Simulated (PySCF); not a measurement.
**A gas-phase reaction: H3O2Y + ClH → ClH2O2Y + H2**

Aim: the reaction energy of `[OH][YH][OH]` + `Cl` → `[OH][Y]([OH])[Cl]` + `[H][H]`.

Computed with PySCF 2.14.0; each step states its level. No surroundings beyond the atoms listed, unless a continuum is named. Atoms count from 0, parts from 1.

## 1. Starting point

Each species was relaxed by itself at PBE0-D3(BJ)/def2-SVPD.

## 2. Reaction energy: wB97M-D3(BJ)/def2-TZVPD

Job settings and geometry (Å):

```
{"job": {"kind": "react", "xc": "wB97M-D3(BJ)", "basis": "def2-TZVPD"}, "charge": 0, "multiplicity": 1}
-1 H3O2Y charge 0 multiplicity 1
O      0.434720     0.343310    -1.773390
Y      0.138970     0.374980     0.228350
O     -0.717220    -1.107530     1.308870
H      0.521540     0.227910    -2.716410
H      0.753650     2.019210     1.224880
H     -1.131670    -1.857890     1.727700

-1 ClH charge 0 multiplicity 1
Cl     0.644580    -0.012640     0.001920
H     -0.643360     0.013750     0.002130

+1 ClH2O2Y charge 0 multiplicity 1
O      0.686060    -1.695330    -0.047230
Y      0.051370     0.183960    -0.391500
O     -0.825830     1.215760     1.098790
Cl     0.351120     1.210180    -2.652720
H      0.967330    -2.583420     0.158050
H     -1.230040     1.668840     1.834590

+1 H2 charge 0 multiplicity 1
H      0.379780    -0.019820    -0.000940
H     -0.379780     0.019820     0.000940
```

With the program's defaults for keys left out, this is: wB97M-D3(BJ)/def2-TZVPD reaction energy of separated species, gas phase.

Started as:

```bash
OMP_NUM_THREADS=1 python cluster_run.py task.json out
```

The driver reads the jobs from task.json and runs them one after another.

Standard output:

```text
species 1 (H3O2Y)
coarse grid: 25784 points
cycle   1  E = -190.3960252908  dE = -4.846e+00  |g| = 1.262e+00  |ddm| = 4.883e+00
cycle   2  E = -190.4271961910  dE = -3.117e-02  |g| = 1.359e+00  |ddm| = 1.756e+00
cycle   3  E = -190.7418954367  dE = -3.147e-01  |g| = 2.041e-01  |ddm| = 6.395e-01
cycle   4  E = -190.7505431008  dE = -8.648e-03  |g| = 2.980e-02  |ddm| = 1.514e-01
cycle   5  E = -190.7510210162  dE = -4.779e-04  |g| = 7.770e-03  |ddm| = 5.479e-02
cycle   6  E = -190.7511058127  dE = -8.480e-05  |g| = 3.400e-03  |ddm| = 2.169e-02
cycle   7  E = -190.7511270417  dE = -2.123e-05  |g| = 1.317e-03  |ddm| = 1.093e-02
cycle   8  E = -190.7511308910  dE = -3.849e-06  |g| = 3.649e-04  |ddm| = 5.691e-03
final grid: 52576 points
cycle   9  E = -190.7511465111  dE = -3.869e-07  |g| = 2.816e-04  |ddm| = 2.843e-03
cycle  10  E = -190.7511465501  dE = -3.897e-08  |g| = 2.695e-04  |ddm| = 6.413e-04
cycle  11  E = -190.7511465676  dE = -1.745e-08  |g| = 7.874e-05  |ddm| = 1.640e-04
cycle  12  E = -190.7511465766  dE = -9.079e-09  |g| = 2.960e-05  |ddm| = 2.306e-04
cycle  13  E = -190.7511465783  dE = -1.692e-09  |g| = 9.878e-06  |ddm| = 1.140e-04
cycle  14  E = -190.7511465785  dE = -1.535e-10  |g| = 4.881e-06  |ddm| = 3.679e-05
converged SCF energy = -190.7511465785

species 2 (ClH)
coarse grid: 8792 points
cycle   1  E = -460.8503336135  dE = -8.165e-02  |g| = 2.169e-01  |ddm| = 7.239e-01
cycle   2  E = -460.8625129987  dE = -1.218e-02  |g| = 1.397e-01  |ddm| = 2.651e-01
cycle   3  E = -460.8670523011  dE = -4.539e-03  |g| = 1.358e-02  |ddm| = 9.818e-02
cycle   4  E = -460.8670933843  dE = -4.108e-05  |g| = 3.364e-03  |ddm| = 9.545e-03
cycle   5  E = -460.8670996328  dE = -6.248e-06  |g| = 8.515e-04  |ddm| = 3.915e-03
final grid: 17120 points
cycle   6  E = -460.8670682786  dE = -3.714e-07  |g| = 3.675e-04  |ddm| = 8.885e-04
cycle   7  E = -460.8670683249  dE = -4.626e-08  |g| = 1.617e-04  |ddm| = 3.980e-04
cycle   8  E = -460.8670683314  dE = -6.570e-09  |g| = 4.220e-05  |ddm| = 1.295e-04
cycle   9  E = -460.8670683327  dE = -1.315e-09  |g| = 3.964e-06  |ddm| = 6.530e-05
cycle  10  E = -460.8670683327  dE = -1.364e-12  |g| = 8.162e-07  |ddm| = 3.308e-06
converged SCF energy = -460.8670683327

species 3 (ClH2O2Y)
coarse grid: 29624 points
cycle   1  E = -650.1785120981  dE = -4.721e+00  |g| = 1.271e+00  |ddm| = 5.230e+00
cycle   2  E = -650.2155732044  dE = -3.706e-02  |g| = 1.340e+00  |ddm| = 1.621e+00
cycle   3  E = -650.5231228987  dE = -3.075e-01  |g| = 2.040e-01  |ddm| = 6.473e-01
cycle   4  E = -650.5314199138  dE = -8.297e-03  |g| = 3.844e-02  |ddm| = 1.455e-01
cycle   5  E = -650.5318504700  dE = -4.306e-04  |g| = 1.010e-02  |ddm| = 4.767e-02
cycle   6  E = -650.5318943294  dE = -4.386e-05  |g| = 3.464e-03  |ddm| = 1.397e-02
cycle   7  E = -650.5319022259  dE = -7.896e-06  |g| = 9.062e-04  |ddm| = 7.759e-03
final grid: 58952 points
cycle   8  E = -650.5319929617  dE = -1.103e-06  |g| = 4.377e-04  |ddm| = 3.480e-03
cycle   9  E = -650.5319931088  dE = -1.471e-07  |g| = 3.436e-04  |ddm| = 9.933e-04
cycle  10  E = -650.5319931427  dE = -3.392e-08  |g| = 1.443e-04  |ddm| = 2.714e-04
cycle  11  E = -650.5319931600  dE = -1.731e-08  |g| = 4.414e-05  |ddm| = 3.465e-04
cycle  12  E = -650.5319931614  dE = -1.400e-09  |g| = 8.013e-06  |ddm| = 1.124e-04
cycle  13  E = -650.5319931615  dE = -4.047e-11  |g| = 2.175e-06  |ddm| = 1.653e-05
converged SCF energy = -650.5319931615

species 4 (H2)
coarse grid: 4944 points
cycle   1  E = -1.1694184343  dE = -2.751e-01  |g| = 9.863e-03  |ddm| = 4.504e-01
cycle   2  E = -1.1694526719  dE = -3.424e-05  |g| = 1.161e-03  |ddm| = 9.676e-03
cycle   3  E = -1.1694533541  dE = -6.822e-07  |g| = 1.815e-04  |ddm| = 1.918e-03
final grid: 10744 points
cycle   4  E = -1.1694522173  dE = -2.400e-08  |g| = 4.109e-05  |ddm| = 3.866e-04
cycle   5  E = -1.1694522186  dE = -1.266e-09  |g| = 9.615e-06  |ddm| = 9.163e-05
cycle   6  E = -1.1694522187  dE = -7.506e-11  |g| = 3.020e-07  |ddm| = 2.868e-05
converged SCF energy = -1.1694522187

Reaction energy = -52.420 kcal/mol
```

Wall time 21 s (1 thread of Arm Neoverse V1, shared host); peak memory 0.65 GiB.

Species by species (with the dispersion term, which the log's SCF energies lack):

```
 ν            species  energy (Eh)  HOMO (eV)
-1       [OH][YH][OH]   -190.75395      -9.02
-1                 Cl   -460.86761     -11.93
+1  [OH][Y]([OH])[Cl]   -650.53543     -10.67
+1             [H][H]     -1.16967     -14.48
```

## 3. Energies of the species: PBE0-D3(BJ)/def2-TZVPD

Settings changed since step 2:

```diff
@@ -1,2 +1,2 @@
-{"job": {"kind": "react", "xc": "wB97M-D3(BJ)", "basis": "def2-TZVPD"}, "charge": 0, "multiplicity": 1}
+{"job": {"kind": "react", "xc": "PBE0", "basis": "def2-TZVPD", "disp": "d3bj"}, "charge": 0, "multiplicity": 1}
 -1 H3O2Y charge 0 multiplicity 1
```

Level: PBE0-D3(BJ)/def2-TZVPD reaction energy of separated species, gas phase.

Standard output:

```text
species 1 (H3O2Y)
coarse grid: 25784 points
cycle   1  E = -190.0471122510  dE = -4.526e+00  |g| = 1.427e+00  |ddm| = 5.159e+00
cycle   2  E = -189.7801804953  dE =  2.669e-01  |g| = 1.946e+00  |ddm| = 2.576e+00
cycle   3  E = -190.5304649039  dE = -7.503e-01  |g| = 4.751e-01  |ddm| = 1.289e+00
cycle   4  E = -190.5758218354  dE = -4.536e-02  |g| = 8.812e-02  |ddm| = 3.669e-01
cycle   5  E = -190.5774536424  dE = -1.632e-03  |g| = 1.430e-02  |ddm| = 5.665e-02
cycle   6  E = -190.5774986709  dE = -4.503e-05  |g| = 2.999e-03  |ddm| = 1.290e-02
cycle   7  E = -190.5775013347  dE = -2.664e-06  |g| = 8.332e-04  |ddm| = 4.332e-03
final grid: 52576 points
cycle   8  E = -190.5775146433  dE = -3.905e-07  |g| = 7.984e-04  |ddm| = 2.075e-03
cycle   9  E = -190.5775145156  dE =  1.277e-07  |g| = 1.202e-03  |ddm| = 1.088e-03
cycle  10  E = -190.5775147864  dE = -2.708e-07  |g| = 2.085e-04  |ddm| = 5.875e-04
cycle  11  E = -190.5775147949  dE = -8.539e-09  |g| = 1.382e-05  |ddm| = 1.302e-04
cycle  12  E = -190.5775147951  dE = -1.957e-10  |g| = 7.910e-06  |ddm| = 4.168e-05
converged SCF energy = -190.5775147951

species 2 (ClH)
coarse grid: 2248 points
cycle   1  E = -460.6537838620  dE = -4.644e-02  |g| = 1.882e-01  |ddm| = 7.411e-01
cycle   2  E = -460.6558526863  dE = -2.069e-03  |g| = 1.902e-01  |ddm| = 3.151e-01
cycle   3  E = -460.6653811444  dE = -9.528e-03  |g| = 1.506e-02  |ddm| = 1.513e-01
cycle   4  E = -460.6654032013  dE = -2.206e-05  |g| = 2.693e-03  |ddm| = 7.323e-03
cycle   5  E = -460.6654047491  dE = -1.548e-06  |g| = 1.111e-03  |ddm| = 2.553e-03
final grid: 17120 points
cycle   6  E = -460.6658903892  dE = -4.428e-06  |g| = 2.164e-03  |ddm| = 7.332e-03
cycle   7  E = -460.6658904186  dE = -2.940e-08  |g| = 1.795e-03  |ddm| = 2.512e-03
cycle   8  E = -460.6658910366  dE = -6.181e-07  |g| = 1.533e-04  |ddm| = 1.363e-03
cycle   9  E = -460.6658910435  dE = -6.898e-09  |g| = 2.146e-05  |ddm| = 1.086e-04
cycle  10  E = -460.6658910436  dE = -1.004e-10  |g| = 4.934e-06  |ddm| = 1.680e-05
converged SCF energy = -460.6658910436

species 3 (ClH2O2Y)
coarse grid: 29624 points
cycle   1  E = -649.4449274892  dE = -4.220e+00  |g| = 1.670e+00  |ddm| = 5.416e+00
cycle   2  E = -648.9746081115  dE =  4.703e-01  |g| = 2.292e+00  |ddm| = 2.798e+00
cycle   3  E = -650.0973721214  dE = -1.123e+00  |g| = 5.479e-01  |ddm| = 1.618e+00
cycle   4  E = -650.1479130021  dE = -5.054e-02  |g| = 2.418e-01  |ddm| = 4.794e-01
cycle   5  E = -650.1599971321  dE = -1.208e-02  |g| = 2.886e-02  |ddm| = 1.413e-01
cycle   6  E = -650.1601383053  dE = -1.412e-04  |g| = 6.304e-03  |ddm| = 2.739e-02
cycle   7  E = -650.1601482993  dE = -9.994e-06  |g| = 1.573e-03  |ddm| = 6.618e-03
final grid: 58952 points
cycle   8  E = -650.1602480937  dE = -3.492e-07  |g| = 1.766e-03  |ddm| = 3.610e-03
cycle   9  E = -650.1602475230  dE =  5.707e-07  |g| = 2.489e-03  |ddm| = 2.948e-03
cycle  10  E = -650.1602487269  dE = -1.204e-06  |g| = 4.039e-04  |ddm| = 1.551e-03
cycle  11  E = -650.1602487565  dE = -2.957e-08  |g| = 5.062e-05  |ddm| = 2.474e-04
cycle  12  E = -650.1602487570  dE = -5.725e-10  |g| = 9.697e-06  |ddm| = 3.754e-05
converged SCF energy = -650.1602487570

species 4 (H2)
coarse grid: 1240 points
cycle   1  E = -1.1670637431  dE = -2.327e-01  |g| = 2.266e-02  |ddm| = 4.588e-01
cycle   2  E = -1.1672512069  dE = -1.875e-04  |g| = 3.233e-03  |ddm| = 1.897e-02
cycle   3  E = -1.1672556635  dE = -4.457e-06  |g| = 9.768e-05  |ddm| = 2.761e-03
final grid: 10744 points
cycle   4  E = -1.1681372554  dE = -1.921e-06  |g| = 2.732e-04  |ddm| = 1.562e-03
cycle   5  E = -1.1681372835  dE = -2.817e-08  |g| = 3.983e-05  |ddm| = 2.444e-04
cycle   6  E = -1.1681372842  dE = -6.294e-10  |g| = 1.249e-06  |ddm| = 3.094e-05
converged SCF energy = -1.1681372842

Reaction energy = -53.823 kcal/mol
```

Run time: 10 s. Hardware: 1 thread of Arm Neoverse V1, shared host; peak memory 0.61 GiB.

Reaction energy at this level: -53.82 kcal/mol.

## 4. Reaction energy: MP2/def2-TZVPD

Settings changed since step 3:

```diff
@@ -1,2 +1,2 @@
-{"job": {"kind": "react", "xc": "PBE0", "basis": "def2-TZVPD", "disp": "d3bj"}, "charge": 0, "multiplicity": 1}
+{"job": {"kind": "react", "xc": "MP2", "basis": "def2-TZVPD"}, "charge": 0, "multiplicity": 1}
 -1 H3O2Y charge 0 multiplicity 1
```

Method: MP2/def2-TZVPD reaction energy of separated species, gas phase.

Standard output:

```text
species 1 (H3O2Y)
final grid: 52576 points
cycle   1  E = -189.3091351417  dE = -5.134e+00  |g| = 1.070e+00  |ddm| = 5.076e+00
cycle   2  E = -189.4711477373  dE = -1.620e-01  |g| = 6.618e-01  |ddm| = 1.187e+00
cycle   3  E = -189.5441350405  dE = -7.299e-02  |g| = 9.735e-02  |ddm| = 3.267e-01
cycle   4  E = -189.5466696907  dE = -2.535e-03  |g| = 2.015e-02  |ddm| = 8.439e-02
cycle   5  E = -189.5470117804  dE = -3.421e-04  |g| = 6.385e-03  |ddm| = 4.233e-02
cycle   6  E = -189.5470842972  dE = -7.252e-05  |g| = 2.099e-03  |ddm| = 2.144e-02
cycle   7  E = -189.5470917167  dE = -7.419e-06  |g| = 6.456e-04  |ddm| = 6.762e-03
cycle   8  E = -189.5470922987  dE = -5.820e-07  |g| = 9.711e-05  |ddm| = 2.436e-03
cycle   9  E = -189.5470923067  dE = -8.011e-09  |g| = 1.982e-05  |ddm| = 3.415e-04
cycle  10  E = -189.5470923070  dE = -2.964e-10  |g| = 7.737e-06  |ddm| = 5.251e-05
converged SCF energy = -189.5470923070

species 2 (ClH)
final grid: 17120 points
cycle   1  E = -460.0817354599  dE = -1.008e-01  |g| = 2.132e-01  |ddm| = 7.101e-01
cycle   2  E = -460.0969053682  dE = -1.517e-02  |g| = 8.401e-02  |ddm| = 2.053e-01
cycle   3  E = -460.0986387124  dE = -1.733e-03  |g| = 1.826e-02  |ddm| = 5.472e-02
cycle   4  E = -460.0988472768  dE = -2.086e-04  |g| = 6.315e-03  |ddm| = 1.638e-02
cycle   5  E = -460.0988772760  dE = -3.000e-05  |g| = 1.289e-03  |ddm| = 7.398e-03
cycle   6  E = -460.0988784921  dE = -1.216e-06  |g| = 2.807e-04  |ddm| = 1.659e-03
cycle   7  E = -460.0988785453  dE = -5.326e-08  |g| = 4.150e-05  |ddm| = 4.895e-04
cycle   8  E = -460.0988785461  dE = -7.344e-10  |g| = 7.806e-06  |ddm| = 6.177e-05
converged SCF energy = -460.0988785461

species 3 (ClH2O2Y)
final grid: 58952 points
cycle   1  E = -648.3754134996  dE = -4.998e+00  |g| = 1.064e+00  |ddm| = 5.423e+00
cycle   2  E = -648.5275033390  dE = -1.521e-01  |g| = 6.443e-01  |ddm| = 1.065e+00
cycle   3  E = -648.5958811105  dE = -6.838e-02  |g| = 9.342e-02  |ddm| = 3.172e-01
cycle   4  E = -648.5977726789  dE = -1.892e-03  |g| = 1.948e-02  |ddm| = 6.570e-02
cycle   5  E = -648.5979223519  dE = -1.497e-04  |g| = 4.599e-03  |ddm| = 2.594e-02
cycle   6  E = -648.5979412582  dE = -1.891e-05  |g| = 1.537e-03  |ddm| = 1.095e-02
cycle   7  E = -648.5979427426  dE = -1.484e-06  |g| = 4.337e-04  |ddm| = 2.943e-03
cycle   8  E = -648.5979429132  dE = -1.705e-07  |g| = 1.187e-04  |ddm| = 9.789e-04
cycle   9  E = -648.5979429251  dE = -1.197e-08  |g| = 3.406e-05  |ddm| = 2.143e-04
cycle  10  E = -648.5979429263  dE = -1.130e-09  |g| = 8.818e-06  |ddm| = 5.961e-05
cycle  11  E = -648.5979429263  dE = -6.617e-11  |g| = 2.935e-06  |ddm| = 1.674e-05
converged SCF energy = -648.5979429263

species 4 (H2)
final grid: 10744 points
cycle   1  E = -1.1312983010  dE = -3.213e-01  |g| = 4.426e-02  |ddm| = 4.479e-01
cycle   2  E = -1.1322330914  dE = -9.348e-04  |g| = 7.183e-03  |ddm| = 3.751e-02
cycle   3  E = -1.1322677916  dE = -3.470e-05  |g| = 8.111e-04  |ddm| = 1.078e-02
cycle   4  E = -1.1322682066  dE = -4.150e-07  |g| = 2.771e-05  |ddm| = 1.627e-03
cycle   5  E = -1.1322682071  dE = -4.854e-10  |g| = 2.610e-06  |ddm| = 6.834e-05
converged SCF energy = -1.1322682071

Reaction energy = -58.387 kcal/mol
```

Run time: 5 s. Hardware: 1 thread of Arm Neoverse V1, shared host; peak memory 0.51 GiB.

Reaction energy at this level: -58.39 kcal/mol.

## 5. Side by side

Energies in kcal/mol, with wall time:

```csv
run,reaction,time
wB97M-D3(BJ)/def2-TZVPD,-52.42,21 s
PBE0-D3(BJ)/def2-TZVPD,-53.82,10 s
MP2/def2-TZVPD,-58.39,5 s
```

## 6. Outcome

```
                                                quantity                      value
               reaction energy (wB97M-D3(BJ)/def2-TZVPD)            -52.42 kcal/mol
                     ΔH, ΔG at 298 K (xTB thermal terms)      -52.2, -51.3 kcal/mol
range of the reaction energy over the runs of this table  -58.39 to -52.42 kcal/mol
```

The reaction is exothermic by 52.2 kcal/mol in the gas phase; dispersion gives -0.19, and xTB itself gave 2.27 for the electronic energy (xTB energies and thermal terms come from the earlier relaxation of each species, not shown). No barrier was sought. xTB and this level differ widely in the electronic energy, so what comes from xTB (the thermal terms above all) is less safe here. The reaction energy runs from -58.39 (MP2/def2-TZVPD) to -52.42 kcal/mol (wB97M-D3(BJ)/def2-TZVPD).
